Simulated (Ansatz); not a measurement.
**La started on a Si site and an O vacancy in alpha-quartz SiO2, 71 atoms, charge +2**

Aim: let the atoms about the defect relax, then find its formation energy, its levels in the gap and its spin by PBEsol and HSE06.

Program: Ansatz 0.2.0, PAW, plane waves. These are calculated values, not measurements.

## (1) The system as built

71 atoms (23 Si, 1 La, 47 O); a = 9.902 Å, b = 9.902 Å, c = 10.886 Å, α = 90.00°, β = 90.00°, γ = 120.00°. All atoms were shaken off their sites by about 0.02 Å along each axis. Defect site 1: (0.265, 0.265, 0.500). Defect site 2: (0.206, 0.133, 0.607). Starting moments add up to 3 μB.

Plan of the steps: (2) PBEsol relaxation at the single k point (¼, ¼, ¼), on 1 × NVIDIA H100 80GB HBM3 with 2 threads of AMD EPYC 7R13; (3) HSE06 single point at the single k point (¼, ¼, ¼), on 1 × NVIDIA H100 80GB HBM3 with 2 threads of AMD EPYC 7R13.

## (2) Relaxation of the positions (PBEsol)

in.yaml

```yaml
crystal:
  lattice:
    - [9.901639, 0.000000, 0.000000]
    - [-4.950819, 8.575071, 0.000000]
    - [0.000000, 0.000000, 10.885880]
  atoms:
    - { symbol: Si, position: [0.238267, 0.000267, 0.168568] }
    - { symbol: Si, position: [0.237503, 0.002317, 0.667842], spin: 0.6 }
    - { symbol: Si, position: [0.230762, 0.498782, 0.166440] }
    - { symbol: Si, position: [0.237849, 0.498910, 0.667212] }
    - { symbol: Si, position: [0.735209, 0.996712, 0.166704] }
    - { symbol: Si, position: [0.735520, 0.998296, 0.662549] }
    - { symbol: Si, position: [0.737655, 0.500769, 0.170705] }
    - { symbol: Si, position: [0.737904, 0.499982, 0.668996] }
    - { symbol: Si, position: [0.999038, 0.235168, 0.331063] }
    - { symbol: Si, position: [0.999048, 0.235307, 0.828975] }
    - { symbol: Si, position: [0.001277, 0.733345, 0.333651] }
    - { symbol: Si, position: [0.999695, 0.731000, 0.832294] }
    - { symbol: Si, position: [0.500985, 0.235329, 0.331667] }
    - { symbol: Si, position: [0.494743, 0.233364, 0.831635] }
    - { symbol: Si, position: [0.500479, 0.735868, 0.330582] }
    - { symbol: Si, position: [0.499153, 0.733848, 0.831905] }
    - { symbol: Si, position: [0.262512, 0.262461, 0.998488] }
    - { symbol: Si, position: [0.265112, 0.761621, 0.003068] }
    - { symbol: Si, position: [0.264723, 0.763722, 0.501890] }
    - { symbol: Si, position: [0.766074, 0.266435, 0.001124] }
    - { symbol: Si, position: [0.765932, 0.265189, 0.499687] }
    - { symbol: Si, position: [0.769771, 0.766867, 0.002068] }
    - { symbol: Si, position: [0.771112, 0.770379, 0.499910] }
    - { symbol: La, position: [0.265587, 0.262174, 0.500651], spin: 0.6 }
    - { symbol: O, position: [0.208934, 0.132245, 0.107027] }
    - { symbol: O, position: [0.207511, 0.637241, 0.105514] }
    - { symbol: O, position: [0.209818, 0.637756, 0.609095] }
    - { symbol: O, position: [0.708350, 0.135877, 0.110083] }
    - { symbol: O, position: [0.702204, 0.130274, 0.608607] }
    - { symbol: O, position: [0.709084, 0.635403, 0.105633] }
    - { symbol: O, position: [0.704964, 0.634271, 0.607789] }
    - { symbol: O, position: [0.369669, 0.077713, 0.274511] }
    - { symbol: O, position: [0.369835, 0.076717, 0.774033] }
    - { symbol: O, position: [0.366209, 0.574512, 0.274532] }
    - { symbol: O, position: [0.365171, 0.574648, 0.774818] }
    - { symbol: O, position: [0.862996, 0.073534, 0.275835] }
    - { symbol: O, position: [0.864729, 0.074552, 0.774465] }
    - { symbol: O, position: [0.869484, 0.574632, 0.273952] }
    - { symbol: O, position: [0.868221, 0.576078, 0.775631] }
    - { symbol: O, position: [0.426936, 0.297040, 0.441335], spin: 0.6 }
    - { symbol: O, position: [0.423587, 0.291372, 0.942464] }
    - { symbol: O, position: [0.428660, 0.794838, 0.441059] }
    - { symbol: O, position: [0.426344, 0.792830, 0.937774] }
    - { symbol: O, position: [0.928870, 0.297233, 0.440970] }
    - { symbol: O, position: [0.927811, 0.292658, 0.939019] }
    - { symbol: O, position: [0.926766, 0.794460, 0.439154] }
    - { symbol: O, position: [0.925143, 0.792922, 0.940859] }
    - { symbol: O, position: [0.128518, 0.205143, 0.395232], spin: 0.6 }
    - { symbol: O, position: [0.135963, 0.211836, 0.890787] }
    - { symbol: O, position: [0.135012, 0.708697, 0.393957] }
    - { symbol: O, position: [0.130442, 0.706384, 0.893580] }
    - { symbol: O, position: [0.632353, 0.203964, 0.390638] }
    - { symbol: O, position: [0.631825, 0.205243, 0.890554] }
    - { symbol: O, position: [0.632266, 0.703148, 0.390699] }
    - { symbol: O, position: [0.635086, 0.704971, 0.888618] }
    - { symbol: O, position: [0.076236, 0.367824, 0.226473] }
    - { symbol: O, position: [0.075211, 0.367927, 0.722472] }
    - { symbol: O, position: [0.068371, 0.860372, 0.228128] }
    - { symbol: O, position: [0.074110, 0.867309, 0.725812] }
    - { symbol: O, position: [0.573499, 0.370756, 0.226213] }
    - { symbol: O, position: [0.571356, 0.366579, 0.727709] }
    - { symbol: O, position: [0.573675, 0.871088, 0.225436] }
    - { symbol: O, position: [0.577183, 0.866990, 0.728309] }
    - { symbol: O, position: [0.291140, 0.419951, 0.059951] }
    - { symbol: O, position: [0.292079, 0.428029, 0.559576], spin: 0.6 }
    - { symbol: O, position: [0.287736, 0.923328, 0.062148] }
    - { symbol: O, position: [0.292474, 0.926929, 0.556345] }
    - { symbol: O, position: [0.794286, 0.428011, 0.058641] }
    - { symbol: O, position: [0.795188, 0.430022, 0.559831] }
    - { symbol: O, position: [0.792602, 0.925621, 0.058948] }
    - { symbol: O, position: [0.795114, 0.928290, 0.559553] }
  symmetry: { detect: false }
kpoints:
  mp_grid: { grid: [1, 1, 1], shift: [0.25, 0.25, 0.25] }
hamiltonian:
  xc: pbesol
total_charge: 2
magnetization:
  spin_polarized: true
scf:
  occupations: { method: fermi_dirac, width: 0.01 }
relax:
  f_tol: 0.03
  max_steps: 80
  escape_saddle: false
  adjacent_minimum: "off"
output:
  forces: true
  eigenvalues: true
  populations: true
  charged_corrections: { epsilon: 4.5 }
```

The run is started by

```sh
$ ansatz run in.yaml --threads 2 --pin off --max-ram 19000MiB --runs-dir r --events-out ev --progress --plain --backend cuda --devices 0, --max-vram 18GiB
```

The runs that follow: Single point with HSE06.

**Question.** What will these runs give? Wanted: for each run, formation energy; host gap; top filled to lowest empty; moment.

As calculated:

| level | time | formation energy (eV) | host gap (eV) | top filled to lowest empty (eV) | moment (μB) |
| --- | --- | --- | --- | --- | --- |
| PBEsol, relaxation | 86 s (GPU) | 2.95 | 5.75 | 0.22 | 1.00 |
| HSE06 | 68 s (GPU) | 1.27 | 7.72 | 1.34 | 1.00 |

| quantity | value |
| --- | --- |
| relaxation | 30 recorded steps, 16.93 eV gained |
| largest shift | 1.22 Å (O37) |
| largest local moment | +0.52 μB on O |

**What this shows.** The relaxation lowers the energy by 16.93 eV; the largest shift is 1.22 Å (O37). The formation energy at E_F = VBM goes from 2.95 eV (PBEsol) to 1.27 eV (HSE06), as the host gap goes from 5.75 to 7.72 eV. The reservoirs are the elements' reference phases; where the defect changes the composition, the value depends on that choice. HSE06 puts 2 localised levels over 0.1 eV inside the gap, at 0.66 (filled), 2.00 (empty) eV, the tightest of them shared by about 3 atoms. The host's edges were read at Γ, so band-like levels at this k point need not coincide with them. Finite-cell errors of some tenths of an eV remain in such numbers. The dielectric constant of 4.5 in the correction is an assumed value.
